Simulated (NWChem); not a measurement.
# CdNH2F (SMILES [NH2][Cd][F]) at 6 levels

We compute a comparison of 6 runs (HF/STO-3G, HF/3-21G, B3LYP/STO-3G, BLYP/3-21G, PBE0/def2-SVP, PBE/def2-TZVP) of CdNH2F. 

The calculation is run with NWChem 7.3.0.

### 1 The molecule

The species is CdNH2F (5 atoms), meant as a singlet with charge 0. As SMILES, `[NH2][Cd][F]`. Geometry: relaxed at PBE0-D4/def2-TZVP.

Bond lengths: N1–Cd2 1.998 Å, Cd2–F3 1.935 Å, N1–H4 1.014 Å, N1–H5 1.014 Å. Angles: N1–Cd2–F3 175.2°, Cd2–N1–H4 110.9°, Cd2–N1–H5 110.9°, H4–N1–H5 106.1°.

### 2 Energy and gradient at HF/STO-3G (run 1)

Input file input.nw:

```
echo
start input
memory 2200 mb
geometry units bohr noautosym nocenter noautoz
 N   -0.63003469   1.74232749  -0.65441216
 Cd   1.14271739  -1.39896425   0.46373879
 F    3.12220550  -4.29893796   1.48740343
 H   -1.80582228   1.37685445  -2.12367422
 H   -1.73457961   2.43925848   0.74870949
end
basis spherical bse
 * library STO-3G
end
scf
 thresh 1e-08
 maxiter 80
end
task scf gradient
```

Started as:

```bash
nwchem input.nw > input.out
```

What it wrote:

```text
[...]
  functions       =    39
[...]
  wavefunction    = RHF
[...]
         Total SCF energy =  -5564.551476113441
      One-electron energy =  -8198.206581001457
      Two-electron energy =   2388.313239750039
 Nuclear repulsion energy =    245.341865137977
        Time for solution =      4.2s
[...]
                         RHF ENERGY GRADIENTS
    atom               coordinates                        gradient
                 x          y          z           x          y          z
   1 N      -0.630035   1.742327  -0.654412   -0.048533   0.042576  -0.014511
   2 Cd      1.142717  -1.398964   0.463739   -0.019031   0.017104  -0.005849
   3 F       3.122206  -4.298938   1.487403    0.037482  -0.053147   0.018729
   4 H      -1.805822   1.376854  -2.123674    0.015244  -0.000004   0.009622
   5 H      -1.734580   2.439258   0.748709    0.014839  -0.006529  -0.007991
[...]
```

Wall time 7.5 s (1 thread of Intel Xeon Platinum 8375C at 2.90GHz (Ice Lake), shared host); peak memory 0.099 GiB.

### 3 Energy and gradient at HF/3-21G (run 2)

Input file geom.xyz:

```xyz
5
CdFH2N
N     -0.333400     0.922000    -0.346300
Cd     0.604700    -0.740300     0.245400
F      1.652200    -2.274900     0.787100
H     -0.955600     0.728600    -1.123800
H     -0.917900     1.290800     0.396200
```

Input file run.py:

```python
from ase.io import read
from ase.calculators.nwchem import NWChem

atoms = read('geom.xyz')

calc = NWChem(
    label='geom',
    theory='scf',
    memory='2200 mb',
    basis='3-21G',
    basispar='spherical bse',
    scf={'nopen': '0', 'rhf': None, 'thresh': '1e-08', 'maxiter': '80'},
)
atoms.calc = calc

forces = atoms.get_forces()
e = atoms.get_potential_energy()
print(f"E = {e:.6f} eV")
print("forces (eV/A):")
for s, f in zip(atoms.symbols, forces):
    print(f"{s:2s} {f[0]:10.5f} {f[1]:10.5f} {f[2]:10.5f}")
print("dipole (e A):", atoms.get_dipole_moment().round(4))
```

Started as:

```bash
export ASE_NWCHEM_COMMAND="nwchem PREFIX.nwi > PREFIX.nwo"
python run.py
```

What it wrote:

```text
E = -152221.444567 eV
forces (eV/A):
N    -1.29460    0.43956   -0.13195
Cd    0.84147   -0.86153    0.29768
F     0.22281   -0.39724    0.14146
H     0.11498    0.39749   -0.18584
H     0.11534    0.42182   -0.12136
dipole (e A): [-0.5676  0.1788 -0.0521]
```

The calculator wrote geom.nwi:

```
title "geom"

permanent_dir geom

scratch_dir geom

start geom

geometry units angstrom nocenter noautosym noautoz
  N  -3.3339999999999997e-01 9.2200000000000004e-01 -3.4630000000000000e-01
  Cd 6.0470000000000002e-01 -7.4029999999999996e-01 2.4540000000000001e-01
  F  1.6521999999999999e+00 -2.2749000000000001e+00 7.8710000000000002e-01
  H  -9.5560000000000000e-01 7.2860000000000003e-01 -1.1237999999999999e+00
  H  -9.1790000000000005e-01 1.2907999999999999e+00 3.9620000000000000e-01
end

memory 2200 mb

basis spherical bse noprint
   * library 3-21G
end

scf
  nopen 0
  rhf
  thresh 1e-08
  maxiter 80
end

task scf gradient
```

geom.nwo:

```text
Northwest Computational Chemistry Package (NWChem) 7.3.0
             --------------------------------------------------------

           Job information
           ---------------

    nwchem branch   = 7.3.0
    use scalapack   = T
    input           = geom.nwi
    prefix          = geom.
    data base       = geom/geom.db
    status          = startup
    nproc           =        1

           Memory information
           ------------------

    heap     =     72089596 doubles =      550.0 Mbytes
    stack    =     72089601 doubles =      550.0 Mbytes
    global   =    144179200 doubles =     1100.0 Mbytes (distinct from heap & stack)
    total    =    288358397 doubles =     2200.0 Mbytes
    verify   = yes
    hardfail = no

[... 127 lines left out ...]
 Convergence threshold     :          1.000E-08
[... 13 lines left out ...]
       Final RHF  results
[... 3 lines left out ...]
      One-electron energy =  -8223.549719717652
[... 1 line left out ...]
 Nuclear repulsion energy =    245.341882753907
[... 51 lines left out ...]
                       ROHF Final Molecular Orbital Analysis
[... 236 lines left out ...]
    atom               coordinates                        gradient
                 x          y          z           x          y          z
   1 N      -0.630035   1.742327  -0.654412    0.025176  -0.008548   0.002566
   2 Cd      1.142717  -1.398964   0.463739   -0.016364   0.016754  -0.005789
   3 F       3.122205  -4.298938   1.487403   -0.004333   0.007725  -0.002751
   4 H      -1.805822   1.376854  -2.123674   -0.002236  -0.007730   0.003614
   5 H      -1.734579   2.439258   0.748709   -0.002243  -0.008203   0.002360

                 ----------------------------------------
                 |  Time  |  1-e(secs)   |  2-e(secs)   |
                 ----------------------------------------
                 |  CPU   |       0.00   |       2.28   |
                 ----------------------------------------
                 |  WALL  |       0.00   |       2.28   |
                 ----------------------------------------

 Task  times  cpu:        9.1s     wall:        9.1s
 Total times  cpu:        9.1s     wall:        9.1s
```

Run time: 11 s. Hardware: 1 thread of Intel Xeon Platinum 8375C at 2.90GHz (Ice Lake), shared host; peak memory 0.098 GiB.

Run 3 isn't shown in full; the table further down has it.

### 4 Energy and gradient at BLYP/3-21G (run 4)

Input file test.nw:

```
start test
memory stack 880 mb heap 220 mb global 1100 mb

geometry units angstroms noautosym nocenter noautoz
 N       -0.333400       0.922000      -0.346300
 Cd       0.604700      -0.740300       0.245400
 F        1.652200      -2.274900       0.787100
 H       -0.955600       0.728600      -1.123800
 H       -0.917900       1.290800       0.396200
end

basis spherical bse
 * library 3-21G
end

dft
 xc becke88 lyp
 grid xfine
 convergence energy 1e-08
 maxiter 100
 mulliken
 noprint "final vectors analysis"
end

task dft gradient
```

Started as:

```bash
nwchem test.nw > test.out
```

What it wrote:

```text
[...]
          Wavefunction type:  closed shell.
          No. of atoms     :     5
          No. of electrons :    66
[...]
          Charge           :     0
          Spin multiplicity:     1
[...]
          AO basis - number of functions:    58
[...]
              XC Information
              --------------
                    Becke 1988 Exchange Functional  1.000
              Lee-Yang-Parr Correlation Functional  1.000
[...]
 d= 0,ls=0.0,diis     1  -5597.1360062850 -5.84D+03  6.09D-02  1.03D+00     2.1
[...]
 d= 0,ls=0.0,diis    12  -5597.2704051622 -2.81D-09  2.17D-07  1.17D-10    15.7
         Total DFT energy =    -5597.270405162169
      One electron energy =    -8221.666525942414
           Coulomb energy =     2548.110953460420
    Exchange-Corr. energy =     -169.056715434082
 Nuclear repulsion energy =      245.341882753907
[...]
      Total Density - Mulliken Population Analysis
     ---------------------------------------------
    Atom       Charge   Shell Charges
 -----------   ------   -------------------------------------------------------
    1 N    7     7.71   1.99  0.39  1.82  1.38  2.14
    2 Cd  48    47.52   2.00  2.00  6.00  2.00  6.00  2.00  5.96  0.92  0.58 -0.01  0.16  9.88  6.89  3.14
    3 F    9     9.33   1.98  0.45  2.48  1.53  2.89
    4 H    1     0.72   0.47  0.26
    5 H    1     0.72   0.47  0.26
[...]
  wavefunction    = closed shell
                         DFT ENERGY GRADIENTS
    atom               coordinates                        gradient
                 x          y          z           x          y          z
   1 N      -0.630035   1.742327  -0.654412   -0.006444  -0.014711   0.005629
   2 Cd      1.142717  -1.398964   0.463739   -0.004856   0.010633  -0.003810
   3 F       3.122205  -4.298938   1.487403   -0.009684   0.012887  -0.004528
   4 H      -1.805822   1.376854  -2.123674    0.010907   0.001962   0.018555
   5 H      -1.734579   2.439258   0.748709    0.010078  -0.010771  -0.015846
[...]
```

Run time: 20 s. Hardware: 1 thread of Intel Xeon Platinum 8375C at 2.90GHz (Ice Lake), shared host; peak memory 0.12 GiB.

Run 5 isn't shown in full; the table further down has it.

### 5 Energy and gradient at PBE/def2-TZVP (core potential) (run 6)

Input file nw.nw:

```
start nw
title "CdFH2N"
memory 2200 mb
charge 0
geometry units angstroms noautosym nocenter noautoz
 N     -0.333400     0.922000    -0.346300
 Cd     0.604700    -0.740300     0.245400
 F      1.652200    -2.274900     0.787100
 H     -0.955600     0.728600    -1.123800
 H     -0.917900     1.290800     0.396200
end
basis spherical bse
 * library def2-TZVP
end
ecp bse
 Cd library def2-TZVP
end
dft
 xc xpbe96 cpbe96
 grid fine
 convergence energy 1e-08
 maxiter 100
 mulliken
end
task dft gradient
```

Started as:

```bash
nwchem nw.nw > nw.out
```

What it wrote:

```text
[...]
          Wavefunction type:  closed shell.
          No. of atoms     :     5
          No. of electrons :    38
[...]
          Charge           :     0
          Spin multiplicity:     1
[...]
          AO basis - number of functions:   114
[...]
              XC Information
              --------------
          PerdewBurkeErnzerhof Exchange Functional  1.000
            Perdew 1991 LDA Correlation Functional  1.000 local
           PerdewBurkeErnz. Correlation Functional  1.000 non-local
[...]
 d= 0,ls=0.0,diis     1   -323.3636778029 -4.36D+02  2.30D-02  1.11D+00     3.3
[...]
 d= 0,ls=0.0,diis    12   -323.4909441838 -1.00D-09  3.19D-07  4.26D-09    31.6
         Total DFT energy =     -323.490944183802
      One electron energy =     -737.396036503824
           Coulomb energy =      334.434795236772
    Exchange-Corr. energy =      -33.413350685215
 Nuclear repulsion energy =      112.883647768465
[...]
      Total Density - Mulliken Population Analysis
     ---------------------------------------------
    Atom       Charge   Shell Charges
 -----------   ------   -------------------------------------------------------
    1 N    7     7.74   0.82  1.15  0.56  0.83  0.24  1.51  1.60  1.00  0.00  0.02  0.00
    2 Cd  20    19.20   0.04 -0.44  1.68  0.73  0.78  0.14  5.26  0.76  0.24  0.09  5.86  3.19  0.89  0.00
    3 F    9     9.52   0.77  1.20  0.62  0.96  0.42  2.26  2.06  1.23  0.00  0.01  0.00
    4 H    1     0.77   0.27  0.39  0.06  0.04
    5 H    1     0.77   0.27  0.39  0.06  0.04
[...]
  wavefunction    = closed shell
                         DFT ENERGY GRADIENTS
    atom               coordinates                        gradient
                 x          y          z           x          y          z
   1 N      -0.630035   1.742327  -0.654412   -0.007734  -0.004014   0.001702
   2 Cd      1.142717  -1.398964   0.463739    0.002676  -0.001373   0.000446
   3 F       3.122205  -4.298938   1.487403   -0.003818   0.005052  -0.001775
   4 H      -1.805822   1.376854  -2.123674    0.004575   0.002389   0.005810
   5 H      -1.734579   2.439258   0.748709    0.004300  -0.002055  -0.006183
[...]
```

Run time: 45 s. Hardware: 1 thread of Intel Xeon Platinum 8375C at 2.90GHz (Ice Lake), shared host; peak memory 0.13 GiB.

### 6 Overview of the runs

| run | level | iteration cap | module | energy (Eh) | dipole moment (D) | HOMO energy (eV) | LUMO energy (eV) | wall time |
| --- | --- | --- | --- | --- | --- | --- | --- | --- |
| 1 | HF/STO-3G | 80 | scf | -5564.551476 | 1.48 | -7.00 | 8.95 | 7.5 s |
| 2 | HF/3-21G | 80 | scf | -5594.034954 | 2.87 | -9.90 | 1.20 | 11 s |
| 3 | B3LYP/STO-3G | 100 | dft | -5567.167707 | 1.25 | -2.49 | 4.51 | 12 s |
| 4 | BLYP/3-21G | 100 | dft | -5597.270405 | 2.47 | – | – | 20 s |
| 5 | PBE0/def2-SVP (core potential) | 100 | dft | -323.239179 | 2.82 | -7.16 | -1.13 | 30 s |
| 6 | PBE/def2-TZVP (core potential) | 100 | dft | -323.490944 | 2.89 | -6.14 | -2.26 | 45 s |

### 7 Outcome

| quantity | value |
| --- | --- |
| run 6: total energy | -323.49094 Eh |
| run 6: dipole moment | 2.89 D |
| run 6: HOMO energy | -6.14 eV |
| run 6: LUMO energy | -2.26 eV |
| run 6: HOMO–LUMO gap | 3.88 eV |
| run 6: largest force on an atom | 0.457 eV/Å |

**Reading.** The dipole moment (its size) runs from 1.25 D (B3LYP/STO-3G) to 2.89 D (PBE/def2-TZVP). The two ends differ in method and basis and core potential. Over runs 1, 2, 3, 5, 6 the HOMO–LUMO gap runs from 3.88 eV (PBE/def2-TZVP) to 15.95 eV (HF/STO-3G). Totals of different functionals can't be ranked against each other. Some runs of one species differ in core potentials or relativity; totals across that change don't compare. In runs 1, 3 the basis is minimal, so the values are rough. In runs 1, 2, 3, 4 relativity is left out where basis or elements ask for it. All runs together took 2.1 min, the longest 45 s.
